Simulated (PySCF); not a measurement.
# CH6BN3O: the cost of one run

The runs use PySCF 2.14.0, with density-fitted response routines of our own; the level of theory stands in each step. All values are computed, except where a source is named. Atoms count from 0, in the outputs and in this text.

## (1) Starting geometry

12 atoms, charge 0, multiplicity 1; geometry from: GFN2-xTB. The atoms were then displaced at random by about 0.01 Å, so the start is not that level's minimum.

Bonds of the start (Å): N0–B1 1.40, B1–N2 1.39, B1–N3 1.50, N3–C4 1.31, C4–O5 1.22, N0–H6 1.02, N0–H7 0.98, N2–H8 1.03, N2–H9 0.99, N3–H10 1.02, C4–H11 1.11.

## (2) Optimising the geometry at PBE0-D3(BJ)/def2-SVP

The job: settings as JSON, then the geometry in Å.

```
{"job": {"xc": "PBE0", "basis": "def2-SVP", "d3": "d3bj", "grid": 1, "shake": 0.01, "kind": "geom"}, "charge": 0, "multiplicity": 1}
N     -1.742230    -0.717110     0.094740
B     -0.560210     0.027010     0.085800
N     -0.488320     1.378670     0.411970
N      0.701530    -0.693340    -0.290970
C      1.914360    -0.205180    -0.353430
O      2.246750     0.942490    -0.101300
H     -2.632660    -0.277850     0.333340
H     -1.820680    -1.655710    -0.158800
H      0.423970     1.848360     0.422510
H     -1.242760     1.956170     0.704970
H      0.567210    -1.673860    -0.516290
H      2.672740    -0.957900    -0.641550
```

The run is started by

```sh
OMP_NUM_THREADS=1 python probes_run.py task.json out
```

The driver reads the jobs from task.json and runs them one after another.

**Question.** How long does this first job take on 1 thread of AMD EPYC 9R45, shared host, and how much memory does it need?

About 24 s, with a peak of 0.48 GiB.
